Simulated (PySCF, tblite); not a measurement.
# C6H5BO3S: geometry, infrared bands and NMR shifts

What infrared bands and NMR shifts should C6H5BO3S (`OB(O)c1cc2sccc2o1`) show?

The runs use tblite 0.8.0 and PySCF 2.14.0, with density-fitted response routines of our own; the level of theory stands in each step. All values are computed, except where a source is named. Atoms are numbered from 0 throughout.

## 1. The starting structure

16 atoms, charge 0, multiplicity 1; geometry from: force field or distance geometry start.

Bonds of the start (Å): O0–B1 1.49, B1–O2 1.47, B1–C3 1.55, C3–C4 1.39, C4–C5 1.40, C5–S6 1.78, S6–C7 1.83, C7–C8 1.35, C8–C9 1.34, C9–O10 1.35, O10–C3 1.28, C9–C5 1.35, O0–H11 0.99, O2–H12 0.96, C4–H13 1.08, C7–H14 1.10, C8–H15 1.12.

## 2. Geometry optimisation with GFN2-xTB

The job: settings as JSON, then the geometry in Å.

```
{"job": {"kind": "relax", "xc": "GFN2-xTB", "basis": "xTB"}, "charge": 0, "multiplicity": 1}
O      3.413600    -0.710800    -0.147000
B      2.472700     0.328900     0.350600
O      2.915700     1.715300     0.135800
C      0.949900     0.031000     0.285400
C      0.346400    -1.218200     0.273500
C     -1.016700    -0.925600     0.205100
S     -2.632400    -1.671900     0.132900
C     -3.468000    -0.047300     0.106900
C     -2.469700     0.866200     0.148200
C     -1.207400     0.407700     0.205800
O      0.032600     0.926600     0.254000
H      3.294700    -1.506300     0.430100
H      3.825800     1.882400     0.384200
H      0.791000    -2.204900     0.281000
H     -4.544100     0.177300     0.058800
H     -2.711800     1.958600     0.150800
```

The run is started by

```
> OMP_NUM_THREADS=1 python probes_run.py task.json out
```

This one command runs all jobs of the session in turn.

**Question.** This job is followed by: GFN2-xTB harmonic vibrations, gas phase; GIAO PBE0/pcSseg-1 NMR shielding, non-relativistic, gas phase. Predict these results of the whole session: strongest single infrared mode (GFN2-xTB); zero-point energy (GFN2-xTB); 13C shifts against TMS (PBE0/pcSseg-1); 1H shifts against TMS (PBE0/pcSseg-1, means over atoms taken as alike); 17O shifts against H2O (PBE0/pcSseg-1, means over atoms taken as alike); 11B shifts against BF3·OEt2 (PBE0/pcSseg-1); 33S shifts against CS2 (PBE0/pcSseg-1).

**Answer**, as computed:

```
                                                               quantity                                         value
                              strongest single infrared mode (GFN2-xTB)                         1305 cm⁻¹, 481 km/mol
                                           zero-point energy (GFN2-xTB)                                 65.5 kcal/mol
                                 13C shifts against TMS (PBE0/pcSseg-1)  168.7, 162.0, 136.1, 135.9, 121.8, 115.4 ppm
 1H shifts against TMS (PBE0/pcSseg-1, means over atoms taken as alike)                    7.27, 7.23, 7.20, 4.29 ppm
17O shifts against H2O (PBE0/pcSseg-1, means over atoms taken as alike)                              282.2, 107.4 ppm
                            11B shifts against BF3·OEt2 (PBE0/pcSseg-1)                                      21.4 ppm
                                 33S shifts against CS2 (PBE0/pcSseg-1)                                       132 ppm
```

In words: The optimisation took 45 steps and gained 1.737 eV; among the close pairs (by a distance rule), B1–O2 changed most, from 1.471 to 1.344 Å. All 42 modes are real, so the xTB geometry is a minimum. The strongest single mode, at 1305 cm⁻¹, moves mainly B1. Unscaled tight-binding wavenumbers are off by several per cent, some by more. Its intensities can rank the bands wrongly. At PBE0/pcSseg-1: The largest span, 375 ppm, is at O10, where the paramagnetic term is -345 ppm. NICS(1)zz of -24 ppm above the planar ring from C3 marks a diatropic (aromatic) ring current. NICS(1)zz of -23 ppm above the planar ring from C5 marks a diatropic (aromatic) ring current.
